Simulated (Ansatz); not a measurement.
# SiH2Cl (chlorosilyl radical): U-r2SCAN/STO-3G

Aim: the electronic atomisation energy of SiH2Cl (chlorosilyl radical) at U-r2SCAN/STO-3G, from 4 runs. 

The results are computed with Ansatz 0.2.0.

52 further runs of the same task are left out: 52 set aside as unsound or not needed.

## (1) The molecule

SiH2Cl has 4 atoms, charge 0, and is taken as a doublet. As SMILES, `[SiH2]Cl`. The shape is that of a GFN2-xTB optimisation.

Bond lengths: Si1–Cl2 2.022 Å, Si1–H3 1.451 Å, Si1–H4 1.451 Å. Angles: Cl2–Si1–H3 110.3°, Cl2–Si1–H4 110.2°, H3–Si1–H4 114.9°.

## (2) A single-point energy at U-r2SCAN/STO-3G

Contents of in.yaml:

```yaml
crystal:
  periodic: [false, false, false]
  atoms:
    - {symbol: Si, position_ang: [-0.283580, 0.237700, 0.131590]}
    - {symbol: Cl, position_ang: [1.597690, -0.059610, 0.811090]}
    - {symbol: H, position_ang: [-1.065000, -0.978280, 0.263310]}
    - {symbol: H, position_ang: [-0.249110, 0.800200, -1.205980]}
basis:
  gaussian:
    orbitals: STO-3G
magnetization:
  spin_polarized: true
  initial_magnetization: 1
hamiltonian:
  xc: {name: r2SCAN}
accuracy: high
```

The run is started by

```sh
ansatz run in.yaml --threads 1 --pin off --max-ram 2610MiB --events-out events.jsonl --progress --plain --runs-dir runs
```

Standard output:

```text
Warning: RAYON_NUM_THREADS=1 ignored (pool sized by the plan → 1); use --threads N
Functional definition: r2SCAN
  name "r2SCAN"
  parameter k0 = 0.174
  parameter k1 = 0.065
  parameter a1 = 4.9479
  exchange = r2scan_x(k0 = k0, k1 = k1, a1 = a1)
  correlation = r2scan_c
341 factors; integrals over basis functions are off by at most 3.1e-9 eV
mean field evaluation 1: about -20202.5078 eV, gradient 1.1e1 eV
mean field evaluation 2: about -20202.5944 eV, gradient 1.1e1 eV
mean field evaluation 4: about -20203.5789 eV, gradient 1.9e-1 eV
mean field evaluation 8: about -20203.5590 eV, gradient 6.5e-3 eV
mean field evaluation 16: about -20203.5590 eV, gradient 3.5e-8 eV
mean field -20203.55901439 eV, -742.4670993148 hartree, gradient 3.5e-8 eV, S^2 0.750964; 0 other end points of the search recorded, 0 dependent functions left out
reference -20203.55901508 eV, -742.4670993402 hartree; 17, 16 occupied and 3, 4 virtual orbitals, 341 factors
Total energy: -20203.55901508 eV, -742.4670993402 hartree
```

Run time: 3.9 s. Hardware: 1 thread of AMD EPYC 7R43 (Zen 3), shared host; peak memory 0.23 GiB.

## (3) The Cl atom

Contents of in.yaml:

```yaml
crystal:
  periodic: [false, false, false]
  atoms:
    - {symbol: Cl, position_ang: [0.000000, 0.000000, 0.000000]}
basis:
  gaussian:
    orbitals: STO-3G
accuracy: high
hamiltonian:
  xc: {name: r2SCAN}
magnetization:
  spin_polarized: true
  initial_magnetization: 1
```

Run the same way, it converges to -455.11379 Eh (log not shown).

## (4) The H atom

Contents of in.yaml:

```yaml
crystal:
  periodic: [false, false, false]
  atoms:
    - {symbol: H, position_ang: [0.000000, 0.000000, 0.000000]}
basis:
  gaussian: {orbitals: STO-3G}
magnetization: {spin_polarized: true, initial_magnetization: 1}
hamiltonian: {xc: {name: r2SCAN}}
accuracy: high
```

The run is started by

```sh
ansatz run in.yaml --threads 1 --pin off --max-ram 2610MiB --events-out events.jsonl --progress --plain --runs-dir runs
```

Standard output, shortened:

```text
Warning: RAYON_NUM_THREADS=1 ignored (pool sized by the plan → 1); use --threads N
[... 7 set-up lines as earlier in the session ...]
1 factors; integrals over basis functions are off by at most 4.6e-10 eV
mean field evaluation 1: about -12.6930 eV, gradient 0.0e0 eV
mean field evaluation 2: about -12.6930 eV, gradient 0.0e0 eV
mean field -12.69300701 eV, -0.4664594041 hartree, gradient 0.0e0 eV, S^2 0.750000; 0 other end points of the search recorded, 0 dependent functions left out
reference -12.69300747 eV, -0.4664594207 hartree; 1, 0 occupied and 0, 1 virtual orbitals, 1 factors
Total energy: -12.69300747 eV, -0.4664594207 hartree
```

It took 0.3 s on 1 thread of AMD EPYC 7R43 (Zen 3), shared host.

## (5) The Si atom at the same level

Contents of in.yaml:

```yaml
basis:
  gaussian: {orbitals: STO-3G}
crystal:
  periodic: [false, false, false]
  atoms:
    - {symbol: Si, position_ang: [0.000000, 0.000000, 0.000000]}
magnetization: {spin_polarized: true, initial_magnetization: 2}
hamiltonian: {xc: r2scan}
accuracy: high
```

Run the same way, it converges to -285.91246 Eh (log not shown).

## (6) Outcome

Level: U-r2SCAN/STO-3G.

| quantity | value |
| --- | --- |
| molecule: total energy | -742.46710 Eh |
| molecule: ⟨S²⟩ | 0.751 |
| Cl atom: total energy | -455.11379 Eh |
| Cl atom: ⟨S²⟩ | 0.750 |
| H atom: total energy | -0.46646 Eh |
| H atom: ⟨S²⟩ | 0.750 |
| Si atom: total energy | -285.91246 Eh |
| Si atom: ⟨S²⟩ | 2.000 |
| electronic atomisation energy | 13.821 eV |

What this shows: Taking the molecule apart into free atoms costs 13.82 eV (319 kcal/mol), before zero-point energy and without spin-orbit coupling. In a minimal basis such a difference can be off by several eV, whatever the method.
